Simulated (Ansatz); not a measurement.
**Cobalt, beta-Sn type under BLYP: structure, energy and stiffness**

What does BLYP give for cobalt in the beta-Sn type structure? We relax it, solve it on a dense k-mesh, then scale the cell to 7 volumes from 88 to 112 % of the relaxed one and try a fit of the equation of state. The start is antiferromagnetic (alternate layers). The k-meshes are 15×15×10 for the relaxation; 26×26×13 for the dense run; 18×18×9 for the volumes.

Method: DFT BLYP, plane waves (420 eV) with PAW, scalar-relativistic; the PAW data stem from PBE, with regenerated cores, in Ansatz 0.2.0.

### Step 1. The starting structure

The structure is tetragonal, space group I4_1/amd (No. 141). The conventional cell has a = 4.400 Å, b = 4.400 Å, c = 2.402 Å, α = 90.00°, β = 90.00°, γ = 90.00°. Around Co (site symmetry -4m2) lie 6 Co at 2.28 to 2.40 Å.

Coordinates:

```cif
data_structure
_symmetry_space_group_name_H-M 'P 1'
_symmetry_Int_Tables_number 1
_cell_length_a 3.3351
_cell_length_b 3.3351
_cell_length_c 3.3351
_cell_angle_alpha 97.454
_cell_angle_beta 97.454
_cell_angle_gamma 137.779
_cell_volume 23.25
loop_
_atom_site_label
_atom_site_type_symbol
_atom_site_fract_x
_atom_site_fract_y
_atom_site_fract_z
_atom_site_occupancy
Co1 Co 0.00000 0.00000 0.00000 1
Co2 Co 0.75000 0.25000 0.50000 1
```

Starting moments (μB): +1.7, -1.7.

### Step 2. Geometry optimisation

Input file input.yaml:

```yaml
crystal:
  lattice:
    - [-2.1999784191, 2.1999784191, 1.2011882168]
    - [2.1999784191, -2.1999784191, 1.2011882168]
    - [2.1999784191, 2.1999784191, -1.2011882168]
  atoms:
    - { symbol: Co, position: [0.0, 0.0, 0.0], spin: 1.7 }
    - { symbol: Co, position: [0.75, 0.25, 0.5], spin: -1.7 }
hamiltonian:
  xc: blyp
  pseudopotentials:
    kind: paw
    azcp:
      Co: "pseudopotentials/Co.paw.azcp"
basis:
  ecutwfc: 420
  fft_grid_basis: typed
kpoints:
  mp_grid: { grid: [15, 15, 10], shift: [0, 0, 0] }
magnetization:
  spin_polarized: true
scf:
  occupations: { method: fermi_dirac, width: 0.05 }
relax:
  max_steps: 60
  f_tol: 0.01
  cell: {}
```

Further steps of the session: Single point on a dense mesh; Volume × 0.88; Volume × 0.92; Volume × 0.96; Volume × 1.0; Volume × 1.04; Volume × 1.08; Volume × 1.12.

Before running it: what results should come out? Wanted: space group; conventional cell; volume; shortest distance; gap on the mesh; magnetic state; V₀, B₀, B₀′.

As calculated:

| quantity | value |
| --- | --- |
| space group (spins left aside) | P6_3/mmc (No. 194) |
| conventional cell | a = 2.532 Å, c = 4.091 Å (c/a = 1.616) |
| volume | 11.355 Å³/atom |
| shortest distance | 2.514 Å |
| gap on the mesh | none (levels filled in part) |
| magnetic state | ferromagnetic, up to 1.69 μB per atom |
| V₀, B₀, B₀′ | 11.325 Å³/atom, 190 GPa, 5.2 |

In words: The relaxation shrank the cell by 2.3 % in volume. The cell has left its prototype: it ends as hcp. What follows belongs to that structure, not to the type named at the start. The mesh has less symmetry than the lattice, which may have let the distortion in. It ends ferromagnetic, with up to 1.69 μB per atom. That is not the order it started in. Levels at the Fermi energy are filled in part, as in a metal. The fitted modulus is 190 GPa; letting shape and positions relax at each volume could only lower it.
